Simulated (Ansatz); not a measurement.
**C2H3F3Te: small, medium and large basis sets**

The task here is to estimate one member of a computed series from the others.

Computed with Ansatz 0.2.0, Gaussian basis. Level: one geometry, several basis sets.

Plan: PBE0-D4/def2-SVP; ωB97M-V/def2-SVP; PBE0-D4/def2-QZVPP; ωB97M-V/def2-QZVPP; the functionals' def2-TZVPP values are taken from earlier runs.

## The geometry

All runs share one geometry, relaxed beforehand with PBE0-D4 in a triple-zeta def2 set. Te takes the def2 core potential; no spin-orbit term is included.

9 atoms, charge 0, spin multiplicity 1.

Atoms are counted from 1 here; the program's logs count them from 0.

Bond lengths: C1–Te2 2.134 Å, C1–H7 1.089 Å, C1–H8 1.087 Å, C1–H9 1.087 Å, Te2–C3 2.167 Å, C3–F4 1.337 Å, C3–F5 1.335 Å, C3–F6 1.337 Å. Angles: Te2–C1–H7 106.5°, Te2–C1–H8 109.5°, Te2–C1–H9 109.5°, H7–C1–H8 109.9°, H7–C1–H9 109.9°, H8–C1–H9 111.4°, C1–Te2–C3 92.3°, Te2–C3–F4 112.4°, Te2–C3–F5 109.5°, Te2–C3–F6 112.4°, F4–C3–F5 107.8°, F4–C3–F6 106.7°, F5–C3–F6 107.8°.

The first run:

in.yaml reads:

```yaml
crystal:
  periodic: [false, false, false]
  atoms:
    - {symbol: C, position_ang: [-0.344269, -1.258068, 0.895624]}
    - {symbol: Te, position_ang: [1.451969, -0.448520, 0.077048]}
    - {symbol: C, position_ang: [0.387211, 1.188287, -0.862962]}
    - {symbol: F, position_ang: [-0.525569, 0.764500, -1.742776]}
    - {symbol: F, position_ang: [1.253037, 1.966447, -1.516601]}
    - {symbol: F, position_ang: [-0.259379, 1.951825, 0.023475]}
    - {symbol: H, position_ang: [-0.056112, -2.149154, 1.451845]}
    - {symbol: H, position_ang: [-1.021761, -1.528567, 0.089591]}
    - {symbol: H, position_ang: [-0.796728, -0.533151, 1.567655]}
basis:
  gaussian: {orbitals: def2-SVP}
hamiltonian: {xc: pbe0, dispersion: d4}
output: {orbitals: {seedname: orbitals}}
```

Command:

```console
$ ansatz run in.yaml --threads 4 --pin off --events-out ev --progress --plain --max-ram 10444MiB
```

Steps of the session up to this table: PBE0-D4 in def2-SVP; ωB97M-V in def2-SVP; PBE0-D4 in def2-QZVPP; ωB97M-V in def2-QZVPP.

One table of the session follows, with a row left open; its other results are not shown here.

It belongs to the step «Density functionals: the series». 

| functional | basis | HOMO (eV) |
| --- | --- | --- |
| PBE0-D4 | def2-SVP | ? |
| PBE0-D4 | def2-TZVPP | -6.52 |
| PBE0-D4 | def2-QZVPP | -6.55 |
| ωB97M-V | def2-SVP | -8.54 |
| ωB97M-V | def2-TZVPP | -8.68 |
| ωB97M-V | def2-QZVPP | -8.71 |

Estimate the missing values for PBE0-D4, def2-SVP.

The run gave: HOMO (eV): -6.41. In the column «HOMO (eV)» it is the highest.
